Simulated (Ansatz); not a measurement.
# Ti: stress in a strained cell

Aim: deform Ti (equal xx and yy strain of -1 %) and compute stress, forces and field gradients with LAPW, PAW and all-electron datasets made for the crystal.

Computed with Ansatz 0.2.0 (DFT LDA, scalar-relativistic, unless a step's input says otherwise).

**1. The structure to begin with**

It takes space group Fm-3m (No. 225, cubic). The conventional cell has a = 4.060 Å, b = 4.060 Å, c = 4.060 Å, α = 90.00°, β = 90.00°, γ = 90.00°. Ti (site symmetry m-3m) has 12 Ti at 2.87 Å as nearest neighbours.

Coordinates:

```cif
data_structure
_symmetry_space_group_name_H-M 'P 1'
_symmetry_Int_Tables_number 1
_cell_length_a 2.8709
_cell_length_b 2.8709
_cell_length_c 2.8709
_cell_angle_alpha 60.000
_cell_angle_beta 60.000
_cell_angle_gamma 60.000
_cell_volume 16.73
loop_
_atom_site_label
_atom_site_type_symbol
_atom_site_fract_x
_atom_site_fract_y
_atom_site_fract_z
_atom_site_occupancy
Ti1 Ti 0.00000 0.00000 0.00000 1
```

**2. The deformed structure**

Space group Fm-3m before, I4/mmm after.

**3. All-electron LAPW**

input.yaml reads:

```yaml
crystal:
  lattice:
    - [0.0, 2.0097, 2.03]
    - [2.0097, 0.0, 2.03]
    - [2.0097, 2.0097, 0.0]
  atoms:
    - { symbol: Ti, position: [0.0, 0.0, 0.0] }
kpoints:
  mp_grid: { grid: [15, 15, 15] }
  band_path:
    path:
      - [0.0, 0.0, 0.0]
      - [0.0, 0.5, 0.5]
      - [0.25, 0.75, 0.5]
      - [0.0, 0.5, 0.0]
      - [0.0, 0.0, 0.0]
      - [0.5, 0.5, 0.0]
      - [0.3725125, 0.6274875, 0.0]
      - [-0.3725125, 0.3725125, 0.0]
      - [0.0, 0.0, 0.0]
    npoints: 5
scf:
  occupations: { method: fermi_dirac, width: 0.05 }
hamiltonian:
  xc: lda
  pseudopotentials: { kind: all_electron, lapw: { basis_error: 0.00025 } }
output:
  forces: true
  stress: true
  eigenvalues: true
```

Started as:

```console
$ ansatz run input.yaml --threads 1 --pin off --max-ram 3072MiB --backend cpu --events-out ev --progress --plain --runs-dir out
```

**4. Frozen-core PAW**

input.yaml reads:

```yaml
crystal:
  lattice:
    - [0.0, 2.0097, 2.03]
    - [2.0097, 0.0, 2.03]
    - [2.0097, 2.0097, 0.0]
  atoms:
    - { symbol: Ti, position: [0.0, 0.0, 0.0] }
kpoints:
  mp_grid: { grid: [15, 15, 15] }
scf:
  occupations: { method: fermi_dirac, width: 0.05 }
hamiltonian:
  xc: lda
  pseudopotentials: { kind: paw }
output:
  forces: true
  stress: true
  eigenvalues: true
  efg: { contact_densities: true }
```

**5. Datasets made for this crystal**

Changes to input.yaml since step 4:

```diff
@@ -13,3 +13,3 @@
   xc: lda
-  pseudopotentials: { kind: paw }
+  pseudopotentials: { kind: all_electron, datasets: crystal }
 output:
```

(Steps that only read results are left out.)

Q: Predict the outcome of this session. Wanted: pressure; largest shear or deviatoric stress.

The runs gave:

| quantity | value |
| --- | --- |
| pressure | LAPW -2.63, PAW -2.64, crystal datasets -2.63 GPa |
| largest shear or deviatoric stress (LAPW) | 0.23 GPa |

**Reading.** The largest part of the stress beyond the pressure is 0.23 GPa in size, in the zz component. No run of the undeformed cell stands beside it, so the pressure holds what the given cell had before the change. PAW: stress within 0.01 GPa of LAPW. Crystal datasets: stress within 0.01 GPa of LAPW.
